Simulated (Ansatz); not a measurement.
# C4H6BN: the cost of one run

All numbers below are computed with Ansatz 0.2.0 (RKS PBE0-D4/6-31G*).

**1. The structure to begin with**

Bond lengths: C1–C2 1.529 Å, C2–B3 1.611 Å, B3–C4 1.553 Å, C4–C5 1.202 Å, B3–N6 1.600 Å, C5–N6 1.240 Å, C1–H7 1.058 Å, C1–H8 1.119 Å, C1–H9 1.171 Å, C2–H10 1.125 Å, C2–H11 1.089 Å, C4–H12 1.108 Å. Angles (14 of 20 angles, heavy atoms first): C1–C2–B3 113.0°, C2–B3–C4 138.5°, C2–B3–N6 134.4°, C4–B3–N6 86.7°, B3–C4–C5 75.5°, C4–C5–N6 125.0°, B3–N6–C5 72.7°, C1–C2–H10 106.8°, C1–C2–H11 108.5°, B3–C2–H10 109.7°, B3–C2–H11 108.6°, C2–C1–H7 111.8°, C2–C1–H8 106.2°, C2–C1–H9 109.4°.

As a file:

```xyz
12

C     0.0749   -1.4203    0.9403
C     0.8252   -0.5734   -0.0878
B     0.1338    0.8580   -0.3497
C    -0.9734    1.4674   -1.2519
C    -0.6855    2.3511   -0.4901
N     0.2031    2.2843    0.3722
H     0.5370   -2.3607    1.0858
H    -0.9707   -1.5265    0.5548
H    -0.0059   -0.8284    1.9470
H     1.8666   -0.4249    0.3104
H     0.8592   -1.1209   -1.0291
H    -1.7874    1.2391   -1.9677
```

**2. End point A**

The input, input.yaml:

```yaml
crystal:
  periodic: [false, false, false]
  atoms:
    - { symbol: C, position_ang: [0.0749, -1.4203, 0.9403] }
    - { symbol: C, position_ang: [0.8252, -0.5734, -0.0878] }
    - { symbol: B, position_ang: [0.1338, 0.858, -0.3497] }
    - { symbol: C, position_ang: [-0.9734, 1.4674, -1.2519] }
    - { symbol: C, position_ang: [-0.6855, 2.3511, -0.4901] }
    - { symbol: "N", position_ang: [0.2031, 2.2843, 0.3722] }
    - { symbol: H, position_ang: [0.537, -2.3607, 1.0858] }
    - { symbol: H, position_ang: [-0.9707, -1.5265, 0.5548] }
    - { symbol: H, position_ang: [-0.0059, -0.8284, 1.947] }
    - { symbol: H, position_ang: [1.8666, -0.4249, 0.3104] }
    - { symbol: H, position_ang: [0.8592, -1.1209, -1.0291] }
    - { symbol: H, position_ang: [-1.7874, 1.2391, -1.9677] }
basis:
  gaussian: { orbitals: "6-31G*" }
hamiltonian:
  xc: pbe0
  dispersion: d4
relax:
  f_tol: 0.015
  max_steps: 40
output:
  orbitals: {}
```

Launch:

```sh
ansatz run input.yaml --threads 2 --pin off --max-ram 3072MiB --backend cpu --events-out ev --progress --plain --runs-dir out
```

What time and memory should one allow on 2 threads of Arm Neoverse V1, shared host?

About 1.8 min, with a peak of 0.22 GiB.
